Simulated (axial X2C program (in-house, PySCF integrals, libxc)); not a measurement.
# PbCu: from the state search to constants

What are the state, bond length, wavenumber and bond energy of PbCu, and what does spin–orbit coupling change?

Computed with an in-house X2C program for linear molecules on PySCF integrals. Level: all-electron X2C, Pb dyall-cv3z, Cu dyall-cv3z.

All values are calculated.

## (1) Set-up

task.json

```json
{"zs": [82, 29], "q": 0, "bas": ["dyall-cv3z", "dyall-cv3z"], "levels": ["PBE0", "HF", "B97-3"], "cc": true, "r0": 2.56, "thr": -1.0, "nmax": 90, "npts": 10, "nst": 2, "ntry": 6}
```

Keys: zs atomic numbers; q charge; bas basis sets; levels methods (HF also brings MP2); cc coupled cluster on or off; r0 starting distance in Å; thr threshold in hartree for freezing inner shells (an s shell follows its p shell); nmax most natural virtual spinors; npts points asked for on the curve; nst determinants followed; ntry starts of the search.

Started as:

```bash
> python so2c.py task.json out
```

Spin-free means the one-electron spin-free X2C Hamiltonian; two-component (2c) means X2C with spin–orbit coupling and atomic mean-field two-electron Coulomb and Gaunt terms. Basis: Pb dyall-cv3z contracted to [12s14p10d7f1g], Cu dyall-cv3z contracted to [9s9p6d3f2g]; Gaussian nuclei, density fitting. Masses: Pb 207.977 u, Cu 62.930 u.

Notation: σ, π±, δ± give the projection m of an orbital's angular momentum (0, ±1, ±2), α and β its spin, Λ and M_S the sums; ω is the projection of a spinor's total angular momentum and Ω the sum. Logs are in hartree.

The results follow Hamiltonian by Hamiltonian and level by level.

## (2) Which state to follow

Determinants are compared with PBE0 at 2.560 Å.

Spin-free determinants:

```csv
ΔE (eV),state,open shells
0.00,"M_S = 1/2, Λ = 1",beyond closed shells: π+α
0.89,"M_S = 3/2, Λ = 0","beyond closed shells: σα, π+α, π-α"
1.26,"M_S = 1/2, Λ = 0","beyond closed shells: σβ, π+α, π-α"
1.70,"M_S = 1/2, Λ = 0",beyond closed shells: σα
1.70,"M_S = 1/2, Λ = 0","beyond closed shells: σα, π+β, π-α"
1.70,"M_S = 1/2, Λ = 2","beyond closed shells: σα, π+α, π+β"
2.09,"M_S = 3/2, Λ = 1","beyond closed shells: 2 × σα, π+α"
```

Two-component determinants:

```
ΔE (eV)    state                                  open shells
   0.00  Ω = 1/2                excess of +ω over −ω: ω = 1/2
   0.77  Ω = 3/2                excess of +ω over −ω: ω = 3/2
   1.78  Ω = 1/2  excess of +ω over −ω: 2 × ω = -1/2, ω = 3/2
   2.12  Ω = 5/2   excess of +ω over −ω: 2 × ω = 1/2, ω = 3/2
   2.58  Ω = 3/2            excess of +ω over −ω: 3 × ω = 1/2
   2.64  Ω = 3/2                excess of +ω over −ω: ω = 3/2
   2.70  Ω = 5/2                excess of +ω over −ω: ω = 5/2
```

## (3) PBE0, spin-free

State followed: M_S = 1/2, Λ = 1 (beyond closed shells: π+α). The scan is laid around 2.550 Å, a first estimate of the minimum, and this SCF restarts from the orbitals of the search.

Output at 2.550 Å:

```text
spin-free X2C-1e  PBE0
basis functions 267  fitting functions 1444  grid points 5803
iter        total energy     max residual
   1     -22540.588458899     2.46e+00
   2     -22540.616637101     1.52e-03
   3     -22540.616635137     1.89e-03
   4     -22540.616653136     6.91e-04
   5     -22540.616654316     5.14e-04
   6     -22540.616656058     3.89e-05
   7     -22540.616656089     1.64e-05
   8     -22540.616656091     3.41e-06
converged
one-electron -31865.72941424  Coulomb 9294.35923529  exact exchange -113.85310113  xc functional -348.87706525  nuclear repulsion 493.48368924
```

Along the bond, energies from the lowest point:

| R (Å) | E (eV) | μ (D) | HOMO (eV) | LUMO (eV) | iterations |
| --- | --- | --- | --- | --- | --- |
| 2.321 | 0.1677 | 0.38 | -4.61 | -3.02 | 12 |
| 2.397 | 0.0554 | 0.29 | -4.60 | -3.02 | 11 |
| 2.474 | 0.0049 | 0.20 | -4.61 | -3.02 | 11 |
| 2.550 | 0.0000 | 0.09 | -4.61 | -3.02 | 8 |
| 2.639 | 0.0359 | -0.04 | -4.63 | -3.03 | 13 |
| 2.728 | 0.1035 | -0.17 | -4.65 | -3.05 | 13 |

Dipoles are positive if Cu is the positive end.

Outer orbitals at the reference distance:

```csv
symmetry,occupied,ε (eV),atomic character
δ+α,yes,-23.36,100% Pb d
δ-α,yes,-23.30,100% Pb d
δ-β,yes,-23.19,100% Pb d
δ+β,yes,-23.19,100% Pb d
π+α,yes,-23.17,100% Pb d
σα,yes,-23.15,99% Pb d
π-α,yes,-23.15,100% Pb d
σβ,yes,-23.09,99% Pb d
π-β,yes,-23.07,100% Pb d
π+β,yes,-23.07,100% Pb d
σα,yes,-13.59,"80% Pb s, 9% Cu p, 6% Cu s"
σβ,yes,-12.82,"80% Pb s, 9% Cu p, 7% Cu s"
π+α,yes,-7.46,"96% Cu d, 3% Pb p"
σα,yes,-7.39,"92% Cu d, 5% Pb p"
σβ,yes,-7.36,"93% Cu d, 4% Pb p, 2% Pb s"
π+β,yes,-7.31,98% Cu d
π-β,yes,-7.31,98% Cu d
π-α,yes,-7.28,"97% Cu d, 2% Pb p"
δ+α,yes,-7.20,100% Cu d
δ-β,yes,-7.19,100% Cu d
δ+β,yes,-7.19,100% Cu d
δ-α,yes,-7.19,100% Cu d
σα,yes,-5.72,"52% Pb p, 40% Cu s, 4% Cu d"
σβ,yes,-5.52,"48% Pb p, 45% Cu s, 3% Pb s"
π+α,yes,-4.61,"86% Pb p, 9% Cu p, 5% Cu d"
π-α,no,-3.02,"85% Pb p, 11% Cu p, 4% Cu d"
π-β,no,-2.31,"82% Pb p, 15% Cu p, 3% Cu d"
π+β,no,-2.31,"82% Pb p, 15% Cu p, 3% Cu d"
σα,no,-1.60,"36% Cu s, 34% Cu p, 22% Pb p"
```

PBE0 fields in the half plane through the axis: z from -2.4 to 4.8 Å across, distance from the axis 0.15 to 2.25 Å upwards; Pb lies at z = 0 and Cu at z = 2.550 Å; the ELF is damped to zero where the density is low.

log10 density (e/bohr³). Ten even steps from '0' (-4.36 ) to '9' (1.93 ):
```
0111122222222222221111000
0112222333222222222211100
1122233333333333333222110
1223334444433333333322211
1223344555444444444332211
2233445666544445555433221
2234456777654456776543221
2234456898655557887543221
```

ELF. Ten even steps from '0' (0.00 ) to '9' (0.70 ):
```
0002344432211222221100000
0024566554323344332210000
0246777665434554333221000
1468876655445554322221100
2589875544445543222211100
4799865676445532332111100
5899756979745425996211000
5899758454944339339311000
```

Re = 2.521 Å, ωe = 189.8 cm⁻¹, Be = 0.05492 cm⁻¹, De = 1.84 eV, μ = 0.13 D.

## (4) HF, spin-free

The SCF at the reference distance of 2.550 Å:

```text
spin-free X2C-1e  HF
basis functions 267  fitting functions 1444  grid points 5803
iter        total energy     max residual
   1     -22533.298894215     6.61e-01
   2     -22533.355163179     3.70e-02
   3     -22533.351594525     5.62e-02
   4     -22533.363856240     3.61e-03
   5     -22533.364265442     1.64e-03
   6     -22533.364426337     1.32e-03
   7     -22533.364526114     6.21e-04
   8     -22533.364559742     4.45e-04
   9     -22533.364577452     4.00e-04
  10     -22533.364598995     3.76e-04
  11     -22533.364640228     2.46e-04
  12     -22533.364669835     1.24e-04
  13     -22533.364677584     4.24e-05
  14     -22533.364678464     2.44e-05
  15     -22533.364678544     1.23e-05
  16     -22533.364678554     5.15e-06
  17     -22533.364678555     1.70e-06
converged
one-electron -31868.85168125  Coulomb 9297.77379960  exact exchange -455.77048615  xc functional 0.00000000  nuclear repulsion 493.48368924
```

No constants are quoted: the lowest point is the long end of the scan.

## (5) B97-3, spin-free

The SCF at the reference distance of 2.550 Å:

```text
spin-free X2C-1e  B97-3
basis functions 267  fitting functions 1444  grid points 5803
iter        total energy     max residual
   1     -22540.381822091     8.26e-02
   2     -22540.382366874     1.23e-02
   3     -22540.376999890     3.91e-02
   4     -22540.382962689     3.24e-03
   5     -22540.383035107     1.55e-04
   6     -22540.383035743     1.25e-04
   7     -22540.383036087     7.10e-05
   8     -22540.383036218     2.77e-05
   9     -22540.383036286     1.17e-05
  10     -22540.383036293     5.13e-06
  11     -22540.383036294     1.47e-06
converged
one-electron -31866.40401015  Coulomb 9295.05380066  exact exchange -122.64295946  xc functional -339.87355659  nuclear repulsion 493.48368924
```

No constants are quoted: too few points lie around the minimum for a second fit to confirm the first.

## (6) MP2 and beyond, spin-free

Correlated methods: 15 electrons correlated (frozen shells, counted by type: Pb 5 s, 4 p, 3 d, 1 f; Cu 3 s, 2 p), 313 virtual spinors in MP2, 90 natural virtuals in coupled cluster.

Output of the correlated part at 2.550 Å:

```text
correlated 15  virtual 313  natural virtual 90  E(MP2) -0.604318218  MP2 remainder -0.062477058
iter   CCSD correlation   residual
   1     -0.447108219   2.74e-01
   2     -0.480354669   1.81e-01
   3     -0.486446554   5.35e-02
   4     -0.486794990   3.08e-02
   5     -0.486908143   1.52e-02
   6     -0.487462330   9.64e-03
   7     -0.487594972   4.58e-03
   8     -0.487479455   2.18e-03
   9     -0.487581018   1.09e-03
  10     -0.487560953   5.96e-04
  11     -0.487560082   3.50e-04
  12     -0.487567652   2.25e-04
  13     -0.487566534   1.44e-04
  14     -0.487564551   7.92e-05
  15     -0.487564842   4.42e-05
  16     -0.487564921   2.09e-05
  17     -0.487564757   1.23e-05
  18     -0.487564775   7.57e-06
(T) -0.022722185  T1 0.0518  D1 0.1474  max T2 0.115
```

T1 in the output is the amplitude norm over the root of the electron number; divide by √2 for the Lee–Taylor value.

MP2: Re = 2.486 Å, ωe = 216.4 cm⁻¹, Be = 0.05645 cm⁻¹, De = 1.63 eV.

CCSD: Re = 2.547 Å, ωe = 192.1 cm⁻¹, ωexe = 0.408 cm⁻¹, Be = 0.05378 cm⁻¹, De = 1.69 eV. T1 at Re = 0.037 (Lee–Taylor, the printed value over √2).

CCSD(T): Re = 2.521 Å, ωe = 199.5 cm⁻¹, Be = 0.05492 cm⁻¹, De = 1.79 eV. T1 at Re = 0.036 (Lee–Taylor, the printed value over √2).

## (7) A higher determinant, spin-free

State: M_S = 3/2, Λ = 0 (beyond closed shells: σα, π+α, π-α).

Output at the reference distance:

```text
spin-free X2C-1e  PBE0
basis functions 267  fitting functions 1444  grid points 5803
iter        total energy     max residual
   1     -22540.557041655     2.55e+00
   2     -22540.583726034     1.53e-03
   3     -22540.583716589     2.36e-03
   4     -22540.583740018     5.87e-04
   5     -22540.583741857     2.38e-04
   6     -22540.583742271     3.36e-05
   7     -22540.583742290     1.52e-05
   8     -22540.583742292     6.36e-06
   9     -22540.583742292     1.74e-06
converged
one-electron -31865.84491481  Coulomb 9294.55210897  exact exchange -113.87487019  xc functional -348.89975550  nuclear repulsion 493.48368924
```

| R (Å) | E above the lowest PBE0 point (eV) |
| --- | --- |
| 2.321 | 1.051 |
| 2.397 | 0.952 |
| 2.474 | 0.906 |
| 2.550 | 0.896 |
| 2.639 | 0.916 |
| 2.728 | 0.958 |

Re = 2.537 Å, ωe = 160.8 cm⁻¹, Be = 0.05419 cm⁻¹, μ = 2.12 D. Te = 0.90 eV.

## (8) The spin-free curves together

Energy (eV) of the followed determinant, spin-free, from each level's lowest point:

| R (Å) | PBE0 | HF | MP2 | CCSD | CCSD(T) | B97-3 |
| --- | --- | --- | --- | --- | --- | --- |
| 2.321 | 0.168 | 0.479 | 0.136 | 0.222 | 0.180 | 0.240 |
| 2.397 | 0.055 | 0.281 | 0.036 | 0.089 | 0.060 | 0.102 |
| 2.474 | 0.005 | 0.149 | 0.000 | 0.020 | 0.005 | 0.027 |
| 2.550 | 0.000 | 0.066 | 0.015 | 0.000 | 0.000 | 0.000 |
| 2.639 | 0.036 | 0.016 | 0.082 | 0.025 | 0.040 | 0.012 |
| 2.728 | 0.103 | 0.000 | 0.188 | 0.088 | 0.118 | 0.057 |

## (9) PBE0, 2c

State followed: Ω = 1/2 (excess of +ω over −ω: ω = 1/2). The scan is laid around 2.550 Å, a first estimate of the minimum, and this SCF restarts from the orbitals of the search.

The SCF at the reference distance of 2.550 Å:

```text
two-component X2C + atomic mean field  PBE0
basis functions 267  fitting functions 1444  grid points 5803
iter        total energy     max residual
   1     -22546.174844631     2.62e+00
   2     -22546.203177712     1.60e-03
   3     -22546.203171566     2.28e-03
   4     -22546.203192835     6.72e-04
   5     -22546.203194677     4.29e-04
   6     -22546.203195972     3.88e-05
   7     -22546.203196002     1.52e-05
   8     -22546.203196004     5.09e-06
   9     -22546.203196004     5.32e-06
converged
one-electron -31849.07061407  Coulomb 9292.87857356  exact exchange -113.84773980  xc functional -348.94496703  nuclear repulsion 493.48368924  atomic mean-field constant -20.70213791
```

Along the bond, energies from the lowest point:

| R (Å) | E (eV) | μ (D) | HOMO (eV) | LUMO (eV) | iterations |
| --- | --- | --- | --- | --- | --- |
| 2.321 | 0.1861 | 0.25 | -4.73 | -2.64 | 13 |
| 2.397 | 0.0696 | 0.15 | -4.73 | -2.64 | 13 |
| 2.474 | 0.0129 | 0.05 | -4.74 | -2.64 | 12 |
| 2.550 | 0.0000 | -0.07 | -4.75 | -2.64 | 9 |
| 2.639 | 0.0244 | -0.21 | -4.76 | -2.65 | 13 |
| 2.728 | 0.0780 | -0.35 | -4.77 | -2.67 | 12 |

Dipoles are positive if Cu is the positive end.

Outer spinors at the reference distance:

```csv
ω,occupied,ε (eV),atomic character,λ mixture
-5/2,yes,-21.87,100% Pb d,100% δ
5/2,yes,-21.75,100% Pb d,100% δ
-3/2,yes,-21.74,100% Pb d,"80% π, 20% δ"
1/2,yes,-21.72,100% Pb d,"61% σ, 39% π"
-1/2,yes,-21.72,100% Pb d,"58% σ, 42% π"
3/2,yes,-21.71,100% Pb d,"83% π, 17% δ"
-1/2,yes,-13.32,"80% Pb s, 9% Cu p, 7% Cu s",100% σ
1/2,yes,-12.59,"79% Pb s, 9% Cu p, 7% Cu s",100% σ
1/2,yes,-7.52,"96% Cu d, 3% Pb p","90% π, 10% σ"
-1/2,yes,-7.46,"96% Cu d, 2% Pb p","55% σ, 46% π"
3/2,yes,-7.37,99% Cu d,"60% δ, 40% π"
-3/2,yes,-7.37,99% Cu d,"63% δ, 37% π"
1/2,yes,-7.34,"90% Cu d, 7% Pb p, 2% Pb s","90% σ, 10% π"
-1/2,yes,-7.22,"91% Cu d, 7% Pb p","55% π, 45% σ"
3/2,yes,-7.15,99% Cu d,"60% π, 40% δ"
-3/2,yes,-7.14,98% Cu d,"63% π, 37% δ"
5/2,yes,-7.07,100% Cu d,100% δ
-5/2,yes,-7.06,100% Cu d,100% δ
1/2,yes,-5.77,"58% Pb p, 30% Cu s, 7% Cu d","76% σ, 24% π"
-1/2,yes,-5.76,"56% Pb p, 33% Cu s, 6% Cu d","92% σ, 8% π"
1/2,yes,-4.75,"68% Pb p, 19% Cu s, 7% Cu p","71% π, 29% σ"
-1/2,no,-2.64,"70% Pb p, 12% Cu p, 12% Cu s","82% π, 18% σ"
-3/2,no,-2.46,"83% Pb p, 14% Cu p, 3% Cu d",100% π
3/2,no,-1.89,"77% Pb p, 21% Cu p, 2% Cu d",100% π
1/2,no,-1.46,"37% Cu p, 32% Pb p, 25% Cu s","95% σ, 5% π"
```

PBE0 fields in the half plane through the axis: z from -2.4 to 4.8 Å across, distance from the axis 0.15 to 2.25 Å upwards; Pb lies at z = 0 and Cu at z = 2.550 Å; the ELF is damped to zero where the density is low.

log10 density (e/bohr³). Ten even steps from '0' (-4.29 ) to '9' (1.93 ):
```
0011122222222222211111000
0112222222222222222211100
1122233333333333333222110
1222334444433333333322111
1223344555444444444332211
2233445666544445555433221
2233456777654456776543221
2234456898654457887543221
```

ELF. Ten even steps from ' ' (0.00 ) to '@' (0.70 ):
```
      ..::--------::........::::::::....          
    ::--==++++++==----::::::----------::....      
  ::==**######****++==----======------::::....    
..--**##%%%%##**++++++====++==----::::::::::..    
::++##%%%%##**++++++====++++--::::::::::........  
==##%%@@%%**++**##**++==++==::::----::..........  
==##@@@@##++##@@##@@##==++--::++@@@@**::..........
++%%@@@@##++%%==++==%%====----@@----@@--..........
```

Re = 2.539 Å, ωe = 178.2 cm⁻¹, Be = 0.05413 cm⁻¹, De = 1.28 eV, μ = -0.05 D.

## (10) HF, 2c

The SCF at the reference distance of 2.550 Å:

```text
two-component X2C + atomic mean field  HF
basis functions 267  fitting functions 1444  grid points 5803
iter        total energy     max residual
   1     -22538.801448371     8.31e-01
   2     -22538.857931781     3.59e-02
   3     -22538.855415940     5.38e-02
   4     -22538.866736114     3.80e-03
   5     -22538.867400816     1.84e-03
   6     -22538.867765901     1.43e-03
   7     -22538.868152925     1.03e-03
   8     -22538.868396944     6.94e-04
   9     -22538.868518491     4.11e-04
  10     -22538.868574263     1.95e-04
  11     -22538.868585615     7.09e-05
  12     -22538.868586864     3.81e-05
  13     -22538.868587180     1.30e-05
  14     -22538.868587217     3.97e-06
  15     -22538.868587219     2.12e-06
  16     -22538.868587220     1.04e-06
converged
one-electron -31852.12187289  Coulomb 9296.21777474  exact exchange -455.74604039  xc functional 0.00000000  nuclear repulsion 493.48368924  atomic mean-field constant -20.70213791
```

No constants are quoted: the lowest point is the long end of the scan.

## (11) B97-3, 2c

Output at 2.550 Å:

```text
two-component X2C + atomic mean field  B97-3
basis functions 267  fitting functions 1444  grid points 5803
iter        total energy     max residual
   1     -22545.961757987     8.43e-02
   2     -22545.962394478     1.20e-02
   3     -22545.957989679     3.63e-02
   4     -22545.962951196     3.37e-03
   5     -22545.963027504     1.56e-04
   6     -22545.963030326     1.27e-04
   7     -22545.963031355     7.50e-05
   8     -22545.963031864     4.83e-05
   9     -22545.963032056     1.17e-05
  10     -22545.963032058     6.26e-06
  11     -22545.963032059     1.67e-06
converged
one-electron -31849.78869705  Coulomb 9293.61653622  exact exchange -122.63721785  xc functional -339.93520470  nuclear repulsion 493.48368924  atomic mean-field constant -20.70213791
```

No constants are quoted: too few points lie around the minimum for a second fit to confirm the first.

## (12) MP2 and beyond, 2c

Correlated methods: 15 electrons correlated (frozen shells, counted by type: Pb 5 s, 4 p, 3 d, 1 f; Cu 3 s, 2 p), 313 virtual spinors in MP2, 90 natural virtuals in coupled cluster.

Output of the correlated part at 2.550 Å:

```text
correlated 15  virtual 313  natural virtual 90  E(MP2) -0.594788501  MP2 remainder -0.060993760
iter   CCSD correlation   residual
   1     -0.441888324   2.63e-01
   2     -0.474069973   1.66e-01
   3     -0.479894321   5.16e-02
   4     -0.480256297   3.07e-02
   5     -0.480446043   1.58e-02
   6     -0.481026138   1.01e-02
   7     -0.481135695   5.55e-03
   8     -0.481010371   3.57e-03
   9     -0.481231650   2.43e-03
  10     -0.481151111   1.46e-03
  11     -0.481175639   8.26e-04
  12     -0.481191714   4.24e-04
  13     -0.481185945   2.35e-04
  14     -0.481183929   1.24e-04
  15     -0.481184598   7.15e-05
  16     -0.481184547   4.08e-05
  17     -0.481184179   2.51e-05
  18     -0.481184430   1.52e-05
  19     -0.481184275   9.14e-06
  20     -0.481184363   5.76e-06
  21     -0.481184419   3.98e-06
  22     -0.481184387   2.54e-06
  23     -0.481184435   1.65e-06
  24     -0.481184450   1.04e-06
(T) -0.021353963  T1 0.0529  D1 0.1636  max T2 0.077
```

MP2: Re = 2.511 Å, ωe = 193.4 cm⁻¹, Be = 0.05536 cm⁻¹, De = 1.03 eV.

CCSD: No constants are quoted: too few points lie around the minimum for a second fit to confirm the first.

CCSD(T): Re = 2.536 Å, ωe = 185.9 cm⁻¹, ωexe = 0.604 cm⁻¹, Be = 0.05427 cm⁻¹, De = 1.08 eV. T1 at Re = 0.038 (Lee–Taylor, the printed value over √2).

## (13) A higher determinant, 2c

State: Ω = 3/2 (excess of +ω over −ω: ω = 3/2).

Output at the reference distance:

```text
two-component X2C + atomic mean field  PBE0
basis functions 267  fitting functions 1444  grid points 5803
iter        total energy     max residual
   1     -22546.147382539     2.40e+00
   2     -22546.175109564     1.42e-03
   3     -22546.175104188     2.09e-03
   4     -22546.175124048     6.09e-04
   5     -22546.175125303     4.21e-04
   6     -22546.175126596     3.86e-05
   7     -22546.175126628     1.06e-05
   8     -22546.175126631     2.16e-06
   9     -22546.175126632     6.60e-06
converged
one-electron -31848.24055350  Coulomb 9292.06647042  exact exchange -113.84685702  xc functional -348.93573787  nuclear repulsion 493.48368924  atomic mean-field constant -20.70213791
```

| R (Å) | E above the lowest PBE0 point (eV) |
| --- | --- |
| 2.321 | 0.889 |
| 2.397 | 0.795 |
| 2.474 | 0.758 |
| 2.550 | 0.764 |
| 2.639 | 0.808 |
| 2.728 | 0.880 |

Re = 2.499 Å, ωe = 189.9 cm⁻¹, ωexe = 0.629 cm⁻¹, Be = 0.05588 cm⁻¹, μ = 1.14 D. Te = 0.76 eV.

## (14) The 2c curves together

Energy (eV) of the followed determinant, 2c, from each level's lowest point:

| R (Å) | PBE0 | HF | MP2 | CCSD | CCSD(T) | B97-3 |
| --- | --- | --- | --- | --- | --- | --- |
| 2.321 | 0.186 | 0.493 | 0.155 | 0.228 | 0.194 | 0.257 |
| 2.397 | 0.070 | 0.300 | 0.046 | 0.095 | 0.071 | 0.116 |
| 2.474 | 0.013 | 0.170 | 0.000 | 0.024 | 0.012 | 0.035 |
| 2.550 | 0.000 | 0.084 | 0.000 | 0.000 | 0.000 | 0.000 |
| 2.639 | 0.024 | 0.027 | 0.041 | 0.014 | 0.028 | 0.000 |
| 2.728 | 0.078 | 0.000 | 0.110 | 0.059 | 0.088 | 0.032 |

The whole job took 4.4 min on 1 thread of Arm Neoverse V1, shared host.

## (15) Results

Lowest determinant that the search found at its distance, spin-free: M_S = 1/2, Λ = 1 (beyond closed shells: π+α).

Lowest determinant that the search found at its distance, 2c: Ω = 1/2 (excess of +ω over −ω: ω = 1/2).

```json
{"Hamiltonian": "spin-free", "level": "PBE0", "Re (Å)": "2.521", "ωe (cm⁻¹)": "189.8", "De (eV)": "1.84", "μ (D)": "0.13"}
{"Hamiltonian": "spin-free", "level": "MP2", "Re (Å)": "2.486", "ωe (cm⁻¹)": "216.4", "De (eV)": "1.63", "μ (D)": "n/a"}
{"Hamiltonian": "spin-free", "level": "CCSD", "Re (Å)": "2.547", "ωe (cm⁻¹)": "192.1", "De (eV)": "1.69", "μ (D)": "n/a"}
{"Hamiltonian": "spin-free", "level": "CCSD(T)", "Re (Å)": "2.521", "ωe (cm⁻¹)": "199.5", "De (eV)": "1.79", "μ (D)": "n/a"}
{"Hamiltonian": "2c", "level": "PBE0", "Re (Å)": "2.539", "ωe (cm⁻¹)": "178.2", "De (eV)": "1.28", "μ (D)": "-0.05"}
{"Hamiltonian": "2c", "level": "MP2", "Re (Å)": "2.511", "ωe (cm⁻¹)": "193.4", "De (eV)": "1.03", "μ (D)": "n/a"}
{"Hamiltonian": "2c", "level": "CCSD(T)", "Re (Å)": "2.536", "ωe (cm⁻¹)": "185.9", "De (eV)": "1.08", "μ (D)": "n/a"}
```

Dipoles are positive if Cu is the positive end. No constants: spin-free HF (the lowest point is the long end of the scan); spin-free B97-3 (too few points lie around the minimum for a second fit to confirm the first); 2c HF (the lowest point is the long end of the scan); 2c CCSD (too few points lie around the minimum for a second fit to confirm the first); 2c B97-3 (too few points lie around the minimum for a second fit to confirm the first).

Time per point (s) on 1 thread of Arm Neoverse V1, shared host (2c runs); the times are rough: PBE0 1.9, MP2 2.8, CCSD(T) 13.

At CCSD(T), going from spin-free to two-component changes Re by +15 mÅ, ωe by -6.8 %, so spin–orbit coupling matters for this bond. De moves by -0.72 eV; both De rest on single-determinant atoms, which can miss part of an open shell's spin–orbit lowering.

De refers to Pb + Cu, each in the lowest determinant found, which need not be this curve's own limit. The state is a single determinant with fixed occupations, the lowest that a limited PBE0 search found. De is counted from the lowest determinant-based energies of the atoms at the same level, without counterpoise correction. Density functionals use the spin component along the axis (collinear). CCSD and (T) use frozen natural virtuals with an MP2 correction for the truncation. The spin-free determinant is spin-contaminated at some levels, which hurts MP2 most. With the outer-core shells frozen, correlated bond lengths of heavy atoms tend to come out a few hundredths of an ångström too long. T1 at Re is 0.038 (Lee–Taylor), above the customary mark of 0.02.
